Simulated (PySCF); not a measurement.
# C4H12Mo (MoMe4): the cost of one run

Programs: PySCF 2.14.0, with routines of our own; each step states its level. All values are computed. Atoms count from 0.

### 1 The system as given

17 atoms, charge 0, multiplicity 3; geometry from: GFN2-xTB.

### 2 Geometry optimisation at PBE0-D3(BJ)/def2-SVP

What the job is given:

```
{"job": {"xc": "PBE0", "basis": "def2-SVP", "d3": "d3bj", "grid": 1, "maxiter": 30, "shake": 0.03, "kind": "geom"}, "charge": 0, "multiplicity": 3}
Mo     0.058100    -0.080560     0.015010
C     -0.015830    -0.030040     2.130280
H     -1.080340    -0.031280     2.524440
H      0.608800     0.876930     2.538230
H      0.510960    -0.921080     2.507960
C      1.998560     0.024510    -0.715400
H      2.085280     0.011770    -1.808080
H      2.616840    -0.858850    -0.382640
H      2.556130     0.912510    -0.297390
C     -1.013070     1.737440    -0.671790
H     -1.049510     1.780320    -1.776240
H     -0.496680     2.668890    -0.330410
H     -2.136460     1.817430    -0.389540
C     -1.058470    -1.732030    -0.704540
H     -2.068650    -1.813780    -0.382910
H     -0.522950    -2.625860    -0.363680
H     -1.021250    -1.736920    -1.833020
```

Command:

```console
OMP_NUM_THREADS=1 python heavy_run.py task.json out
```

This one command runs all jobs of the session in turn.

Q: Estimate the wall time and peak memory of this first job on 1 thread of Arm Neoverse V2, shared host.

About 3.3 min, with a peak of 0.69 GiB.
